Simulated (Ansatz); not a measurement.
What does this script print? It uses Ansatz 0.2.0 through its Python package.

Input file `cso2.yaml`:
```yaml
crystal:
  lattice:
    - [2.396871, -3.269255, 0.0]
    - [2.396871, 3.269255, 0.0]
    - [0.0, 0.0, 4.007715]
  atoms:
    - { symbol: Cs, position: [0.5, 0.5, 0.0] }
    - { symbol: O, position: [0.103081, 0.896919, 0.5] }
    - { symbol: O, position: [0.896919, 0.103081, 0.5] }
kpoints:
  mp_grid: { kspacing: 0.3 }
hamiltonian:
  xc: r2scan
scf:
  occupations: { method: gaussian, width: 0.15 }
basis:
  ecutwfc: 500
output:
  forces: true
  stress: true
```

Script `yaml_run_cso2.py`:
```python
'''Run a YAML input for CsO2 from Python.'''

import json

import ansatz
import numpy as np


def main() -> None:
    outcome = ansatz.Session.from_deck('cso2.yaml').plan().execute()
    data = outcome.report

    energy = data['free_energy_ev']
    print('CsO2: {:.6f} eV = {:.6f} Ry = {:.6f} Ha'.format(energy, energy / 13.605693, energy / 27.211386))
    print('Fermi level {:.4f} eV, {} k-points, {} symmetry operations'.format(data['fermi_energy_ev'], data['n_kpoints'], data['n_symmetry_ops']))

    # pressure is a third of the trace
    print('pressure by term (GPa)')
    for term, tensor in data['stress_terms_gpa'].items():
        if np.any(tensor):
            print(f'  {term:28s} {np.trace(np.array(tensor)) / 3:12.3f}')
    print(f'  {"total":28s} {np.trace(np.array(data["stress_gpa"])) / 3:12.3f}')

    # forces in eV per angstrom
    forces = np.array(data['forces_ev_ang'])
    norms = np.linalg.norm(forces, axis=1)
    print('largest force {:.4f} eV/A on atom {}'.format(norms.max(), norms.argmax()))
    print(np.array2string(forces, precision=4, suppress_small=True))

    keep = ['free_energy_ev', 'energy_sigma0_ev', 'fermi_energy_ev', 'n_iterations', 'converged', 'magnetization_mub', 'n_kpoints']
    with open('cso2.json', 'w') as handle:
        json.dump({key: data[key] for key in keep}, handle, indent=1)

    print('doubts on the final state:', data['published_state_doubts'] or 'none')
    print('warnings:', sorted({n['data']['kind'] for n in outcome.notices if n['data'].get('severity') in ('warning', 'doubt')}) or 'none')


if __name__ == '__main__':
    main()
```

Output of `python yaml_run_cso2.py`:
```text
CsO2: -6820.375338 eV = -501.288346 Ry = -250.644173 Ha
Fermi level 5.1160 eV, 52 k-points, 8 symmetry operations
pressure by term (GPa)
  kinetic                           831.894
  hartree                           333.641
  ewald                            -876.949
  local_pseudopotential             -38.700
  nonlocal_pseudopotential          -69.999
  augmentation                       42.232
  nlcc                             -192.643
  xc                                -30.964
  augmentation_tail                  -0.026
  scf_correction                      0.001
  pulay_correction                    0.039
  total                              -1.474
largest force 0.4765 eV/A on atom 1
[[ 0.      0.     -0.    ]
 [-0.      0.4765 -0.    ]
 [ 0.     -0.4765  0.    ]]
doubts on the final state: none
warnings: none
```

It writes `cso2.json`:
```json
{
 "free_energy_ev": -6820.375338046119,
 "energy_sigma0_ev": -6820.34755683333,
 "fermi_energy_ev": 5.115979809948957,
 "n_iterations": 7,
 "converged": true,
 "magnetization_mub": 0.0,
 "n_kpoints": 52
}
```

Reading the output:
- Absolute energies stand on the zero of these potentials, so only differences at equal settings mean something. A total without «per atom» is that of the cell as typed.
- The cell holds an odd number of electrons and is run without spin, so a magnetic state may lie lower.
- An absolute Fermi energy rests on an arbitrary zero of the periodic potential and has no direct meaning.
- Pressure is positive in compression.
- This cell is a computed structure, which may not be the phase found in nature.
- Timing: 6.8 s on 1 thread of Arm Neoverse V2 (shared host), peak memory 0.52 GiB.
